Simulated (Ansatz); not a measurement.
**GeSiH5 (SMILES [SiH2][GeH3]) at UPBE0/aug-cc-pVDZ**

Aim: the energy change on altering one bond length of GeSiH5 at UPBE0/aug-cc-pVDZ, from 2 runs. 

The results are computed with Ansatz 0.2.0.

27 further runs of the same task are left out: 27 set aside as unsound or not needed.

**1. The structure to begin with**

GeSiH5: 7 atoms, total charge 0, spin state doublet. SMILES: `[SiH2][GeH3]`. Geometry: relaxed at PBE0-D4/def2-TZVP.

Bond lengths: Si1–Ge2 2.370 Å, Si1–H3 1.489 Å, Si1–H4 1.489 Å, Ge2–H5 1.537 Å, Ge2–H6 1.541 Å, Ge2–H7 1.537 Å. Angles: Si1–Ge2–H5 109.6°, Si1–Ge2–H6 112.0°, Si1–Ge2–H7 109.7°, Ge2–Si1–H3 113.4°, Ge2–Si1–H4 113.3°, H5–Ge2–H6 108.4°, H5–Ge2–H7 108.7°, H6–Ge2–H7 108.4°, H3–Si1–H4 109.6°.

**2. A single-point energy at UPBE0/aug-cc-pVDZ**

Contents of run.yaml:

```yaml
crystal:
  periodic: [false, false, false]
  atoms:
    - {symbol: Si, position_ang: [-0.094700, -1.423600, -0.163400]}
    - {symbol: Ge, position_ang: [0.288700, 0.914700, -0.097700]}
    - {symbol: H, position_ang: [0.173200, -2.103400, 1.133900]}
    - {symbol: H, position_ang: [-1.456400, -1.784700, -0.645400]}
    - {symbol: H, position_ang: [0.037100, 1.517100, -1.489000]}
    - {symbol: H, position_ang: [-0.633800, 1.622900, 0.913200]}
    - {symbol: H, position_ang: [1.746900, 1.189100, 0.302700]}
basis:
  gaussian:
    orbitals: aug-cc-pVDZ
magnetization:
  spin_polarized: true
  initial_magnetization: 1
hamiltonian:
  xc: {name: PBE0}
accuracy: high
output:
  orbitals: {seedname: orbitals}
```

Command:

```
ansatz run run.yaml --threads 1 --pin off --max-ram 3480MiB --events-out events.jsonl --progress --plain --runs-dir runs
```

Standard output:

```text
Warning: RAYON_NUM_THREADS=1 ignored (pool sized by the plan → 1); use --threads N
Functional definition: PBE0
  name "PBE0"
  parameter a = 0.25
  parameter kappa = 0.804
  parameter beta = 0.06672455060314922
  exchange = (1 - a)*pbe_x(kappa = kappa, mu = beta*pi^2/3) + a*exact_x
  correlation = pbe_c(beta = beta)
2189 factors; integrals over basis functions are off by at most 4.4e-9 eV
mean field evaluation 1: about -64463.8157 eV, gradient 7.7e0 eV
mean field evaluation 2: about -64464.2692 eV, gradient 2.6e0 eV
mean field evaluation 4: about -64464.3341 eV, gradient 1.8e-1 eV
mean field evaluation 8: about -64464.3591 eV, gradient 6.7e-3 eV
mean field evaluation 16: about -64464.3591 eV, gradient 1.1e-5 eV
mean field -64464.35907348 eV, -2369.0215004385 hartree, gradient 1.5e-8 eV, S^2 0.753847; 0 other end points of the search recorded, 0 dependent functions left out
reference -64464.35908016 eV, -2369.0215006839 hartree; 26, 25 occupied and 82, 83 virtual orbitals, 2189 factors
Total energy: -64464.35908016 eV, -2369.0215006839 hartree
```

It took 23 s on 1 thread of Arm Neoverse V1, shared host; peak memory 0.55 GiB.

**3. The distorted shape**

Contents of in.yaml:

```yaml
crystal:
  periodic: [false, false, false]
  atoms:
    - {symbol: Si, position_ang: [-0.134892, -1.321611, -0.358031]}
    - {symbol: Ge, position_ang: [0.248508, 1.016689, -0.292331]}
    - {symbol: H, position_ang: [0.173200, -2.103400, 1.133900]}
    - {symbol: H, position_ang: [-1.496592, -1.682711, -0.840031]}
    - {symbol: H, position_ang: [-0.003092, 1.619089, -1.683631]}
    - {symbol: H, position_ang: [-0.673992, 1.724889, 0.718569]}
    - {symbol: H, position_ang: [1.706708, 1.291089, 0.108069]}
basis:
  gaussian: {orbitals: aug-cc-pVDZ}
accuracy: high
output: {orbitals: {seedname: orbitals}}
magnetization: {spin_polarized: true, initial_magnetization: 1}
hamiltonian: {xc: {name: PBE0}}
```

Command:

```
ansatz run in.yaml --threads 1 --pin off --max-ram 3480MiB --events-out events.jsonl --progress --plain --runs-dir runs
```

Standard output:

```text
Warning: RAYON_NUM_THREADS=1 ignored (pool sized by the plan → 1); use --threads N
Functional definition: PBE0
  name "PBE0"
  parameter a = 0.25
  parameter kappa = 0.804
  parameter beta = 0.06672455060314922
  exchange = (1 - a)*pbe_x(kappa = kappa, mu = beta*pi^2/3) + a*exact_x
  correlation = pbe_c(beta = beta)
2194 factors; integrals over basis functions are off by at most 4.4e-9 eV
mean field evaluation 1: about -64463.5705 eV, gradient 7.3e0 eV
mean field evaluation 2: about -64463.9831 eV, gradient 2.6e0 eV
mean field evaluation 4: about -64464.0473 eV, gradient 1.8e-1 eV
mean field evaluation 8: about -64464.0724 eV, gradient 9.3e-3 eV
mean field evaluation 16: about -64464.0724 eV, gradient 3.3e-5 eV
mean field -64464.07244578 eV, -2369.0109670646 hartree, gradient 7.3e-8 eV, S^2 0.753819; 0 other end points of the search recorded, 0 dependent functions left out
reference -64464.07245230 eV, -2369.0109673043 hartree; 26, 25 occupied and 82, 83 virtual orbitals, 2194 factors
Total energy: -64464.07245230 eV, -2369.0109673043 hartree
```

Run time: 23 s. Hardware: 1 thread of Arm Neoverse V1, shared host; peak memory 0.55 GiB.

**4. Summary of results**

Level: UPBE0/aug-cc-pVDZ.

| quantity | value |
| --- | --- |
| first shape: total energy | -2369.02150 Eh |
| first shape: HOMO energy (highest over α and β) | -6.26 eV |
| first shape: LUMO energy (lowest over α and β) | -2.72 eV |
| first shape: ⟨S²⟩ | 0.754 |
| distorted shape: total energy | -2369.01097 Eh |
| distorted shape: HOMO energy (highest over α and β) | -6.31 eV |
| distorted shape: LUMO energy (lowest over α and β) | -2.80 eV |
| distorted shape: ⟨S²⟩ | 0.754 |
| energy change with the Si1–H3 bond stretched from 1.489 to 1.712 Å | 0.287 eV |

**Reading.** With the Si1–H3 bond stretched from 1.489 to 1.712 Å the energy rises by 0.29 eV (6.6 kcal/mol). The first shape isn't relaxed at this level, so the change isn't measured from a minimum.
